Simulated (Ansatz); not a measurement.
# ClFGaO radical: a ladder of functionals

An exercise on one series of results from a longer session: the logs are not shown, and one member is left open.

Computed with Ansatz 0.2.0, Gaussian basis. Level: functionals in def2-TZVPP.

Plan: LDA (SPW92), PBE-D4, revPBE-D4, BLYP-D4, r2SCAN-D4, B97M-V.

## The relaxed structure

The geometry comes from an earlier relaxation with PBE0-D4 in a triple-zeta def2 set; it is a stationary point.

SMILES `[O][Ga]([F])[Cl]`, 4 atoms, charge 0, spin multiplicity 2.

Atoms are counted from 1 here; the program's logs count them from 0.

Bond lengths: O1–Ga2 1.793 Å, Ga2–F3 1.733 Å, Ga2–Cl4 2.103 Å. Angles: O1–Ga2–F3 117.5°, O1–Ga2–Cl4 121.6°, F3–Ga2–Cl4 120.9°.

The first run:

in.yaml reads:

```yaml
crystal:
  periodic: [false, false, false]
  atoms:
    - {symbol: O, position_ang: [1.055109, 0.744217, 1.281584]}
    - {symbol: Ga, position_ang: [0.060123, -0.057534, 0.024486]}
    - {symbol: F, position_ang: [0.362160, -1.735334, -0.287452]}
    - {symbol: Cl, position_ang: [-1.421791, 0.988451, -1.038918]}
basis:
  gaussian: {orbitals: def2-TZVPP}
magnetization: {spin_polarized: true, initial_magnetization: 1}
hamiltonian: {xc: lda}
output: {orbitals: {seedname: orbitals}}
```

Started as:

```sh
$ ansatz run in.yaml --threads 2 --pin off --events-out ev --progress --plain --max-ram 32768MiB --backend cpu
```

Steps of the session up to this table: LDA; PBE-D4 (GGA); revPBE-D4 (GGA); BLYP-D4 (GGA); r2SCAN-D4 (meta-GGA); B97M-V (meta-GGA).

One table of the session follows, with a row left open; its other results are not shown here.

| functional | HOMO (eV) | LUMO (eV) | gap (eV) |
| --- | --- | --- | --- |
| LDA (SPW92) | ? | ? | ? |
| PBE-D4 | -7.93 | -6.89 | 1.04 |
| revPBE-D4 | -7.85 | -6.68 | 1.16 |
| BLYP-D4 | -7.84 | -6.88 | 0.96 |
| r2SCAN-D4 | -8.34 | -6.04 | 2.30 |
| B97M-V | -8.40 | -5.95 | 2.45 |

**Question.** Estimate the row for LDA (SPW92).

As computed: HOMO (eV): -8.03; LUMO (eV): -7.65; gap (eV): 0.38. In the column «HOMO (eV)» it lies between r2SCAN-D4 (-8.34) and PBE-D4 (-7.93).
